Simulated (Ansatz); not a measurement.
# Zn: the cost of one run

Program: Ansatz 0.2.0. Level of theory: DFT LDA, scalar-relativistic, plane waves, PAW. These are calculated values, not measurements.

23 further runs of the same task are left out: 23 set aside as unsound or not needed.

**1. The structure to begin with**

Symmetry: Im-3m, No. 229, cubic system. The conventional cell has a = 3.011 Å, b = 3.011 Å, c = 3.011 Å, α = 90.00°, β = 90.00°, γ = 90.00°. Zn (site symmetry m-3m) has 8 Zn at 2.61 Å as nearest neighbours.

Structure file:

```cif
data_structure
_symmetry_space_group_name_H-M 'P 1'
_symmetry_Int_Tables_number 1
_cell_length_a 2.6078
_cell_length_b 2.6078
_cell_length_c 2.6078
_cell_angle_alpha 109.471
_cell_angle_beta 109.471
_cell_angle_gamma 109.471
_cell_volume 13.65
loop_
_atom_site_label
_atom_site_type_symbol
_atom_site_fract_x
_atom_site_fract_y
_atom_site_fract_z
_atom_site_occupancy
Zn1 Zn 0.00000 0.00000 0.00000 1
```

It goes back to an entry of the Materials Project, which need not be the stable form.

This cell was relaxed beforehand with the same method: volume 13.65 Å³/atom, gap on the mesh none (metal).

**2. Plan of the line**

The energy is mapped over volume and the cell's shape.

- volume per atom: 7 values from 12.561 to 14.745 Å³
- length along [111] over the lengths across it, relative to the cubic cell: 9 values from 0.452 to 2.211

Nothing else is relaxed (symmetry fixes all fractional coordinates). Energies count from the relaxed crystal. Points are written as (first, second).

**3. Point (12.561 Å³, 0.672)**

The input, input.yaml:

```yaml
crystal:
  lattice:
    - [-1.8539049099, 1.4889739659, 1.4889739659]
    - [1.4889739659, -1.8539049099, 1.4889739659]
    - [1.4889739659, 1.4889739659, -1.8539049099]
  atoms:
    - { symbol: Zn, position: [0.0, 0.0, 0.0] }
basis:
  ecutwfc: 520.0
kpoints:
  mp_grid: { grid: [22, 22, 22] }
hamiltonian:
  xc: lda
  pseudopotentials: { kind: paw }
scf:
  occupations: { method: gaussian, width: 0.15 }
output:
  forces: true
  stress: true
  eigenvalues: true
```

Command:

```console
$ ansatz run input.yaml --threads 1 --pin off --max-ram 2048MiB --backend cpu --events-out ev --progress --plain --runs-dir out
```

Q: Estimate wall time and peak memory on 1 thread of Arm Neoverse N1, shared host.

About 22 s, with a peak of 0.46 GiB.
